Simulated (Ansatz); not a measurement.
A nudged elastic band was laid between two geometries of a periodic cell of 17 atoms, Li$_{16}$C (host Li, host structure bcc, interstitial C).

The calculation used DFT PBEsol, scalar-relativistic, plane waves, PAW in Ansatz. Settings: cutoff 420 eV, k mesh 3x3x3, gaussian smearing 0.1 eV, no spin polarisation.

```yaml
movable_images: 5
climbing_image: yes
spring: 5.0 eV/Å²
optimiser: quadratic models (default)
start_path: IDPP
force_threshold: 0.03 eV/Å
iteration_limit: 80
end_points: relaxed
```

First end point:

```xyz
17
Lattice="6.9800 0.0000 0.0000 0.0000 6.9800 0.0000 0.0000 0.0000 6.9800" Properties=species:S:1:pos:R:3
Li 0.699 0.002 0.406
Li 3.253 0.001 -0.210
Li -0.292 3.491 0.238
Li 0.699 0.002 3.083
Li 1.980 1.957 1.745
Li 3.665 3.493 -0.228
Li 3.253 0.001 3.699
Li 4.533 1.342 1.744
Li -0.293 3.491 3.250
Li 1.979 5.028 1.745
Li 1.569 1.973 5.234
Li 3.665 3.493 3.717
Li 4.533 5.642 1.744
Li 5.526 1.507 5.235
Li 1.567 5.009 5.234
Li 5.526 5.476 5.235
C 2.617 0.003 1.744
```

Last end point:

```xyz
17
Lattice="6.9800 0.0000 0.0000 0.0000 6.9800 0.0000 0.0000 0.0000 6.9800" Properties=species:S:1:pos:R:3
Li 0.400 0.003 0.689
Li 3.092 0.003 0.702
Li 0.244 3.489 -0.291
Li -0.203 -0.001 3.257
Li 1.743 1.958 1.980
Li 3.255 3.489 -0.286
Li 3.704 -0.001 3.248
Li 5.250 1.970 1.582
Li -0.220 3.495 3.664
Li 1.744 5.028 1.978
Li 1.752 1.347 4.534
Li 3.715 3.495 3.651
Li 5.250 5.011 1.576
Li 5.232 1.502 5.520
Li 1.752 5.632 4.542
Li 5.232 5.481 5.522
C 1.749 0.003 2.614
```

Q: Which bonds break or form, and what moves?

A: Contacts lost: Li5–Li8, Li8–C17, Li10–Li13, Li13–C17. Contacts made: Li5–Li11, Li10–Li15, Li11–C17. The atom that moves furthest is C17, by 1.23 Å; four of its nearest neighbours are Li2 2.06, Li7 2.06, Li5 2.06, Li10 2.06 Å at the first end and Li4 2.05, Li5 2.06, Li7 2.06, Li10 2.06 Å at the last.

Q: Give the energies along the band, and the barrier.

A: The run converged. The highest image is number 4 of 0 to 6, 0.149 eV above the ends, which have the same energy within 2 meV. By the program's own check the climbing image is of a kind that is not told: the force calls were inconclusive, a negative curvature could not be distinguished from the path's own, the only one lies far off the path, or fixed occupations may fill a level only in part (lowest curvatures found: -0.09 and 0.07 eV/Å²). Limits of this set-up: coarse k mesh, a small cell, in which the defect meets its images.

```csv
image,path coordinate (Å),energy (eV),Li5–Li8 (Å),Li8–C17 (Å),Li10–Li13 (Å)
0,0.00,0.000,2.63,2.34,2.63
1,0.64,0.102,2.88,2.90,2.85
2,1.29,0.148,3.15,3.42,3.13
3,1.93,0.145,3.50,3.90,3.49
4,2.58,0.149,3.47,3.91,3.49
5,3.26,0.109,3.46,3.99,3.49
6,3.94,0.001,3.50,4.13,3.50
```

Q: What is the geometry of the highest image?

A: 
```xyz
17
Lattice="6.9800 0.0000 0.0000 0.0000 6.9800 0.0000 0.0000 0.0000 6.9800" Properties=species:S:1:pos:R:3
Li 0.381 -0.005 0.415
Li 3.142 0.003 0.418
Li 0.010 3.498 -0.181
Li 0.164 -0.002 3.252
Li 1.754 1.995 1.877
Li 3.526 3.488 -0.170
Li 3.353 0.007 3.243
Li 5.277 1.804 1.689
Li -0.191 3.495 3.668
Li 1.763 4.990 1.878
Li 1.761 1.672 5.042
Li 3.727 3.484 3.658
Li 5.264 5.180 1.692
Li 5.254 1.471 5.349
Li 1.771 5.313 5.037
Li 5.246 5.513 5.346
C 1.752 0.002 1.981
```

The band took 8 iterations and about 11 core-minutes.

Time of the run: 6 min on 2 threads of Intel(R) Xeon(R) Platinum 8488C (Sapphire Rapids) (shared host), peak memory 1.3 GiB.
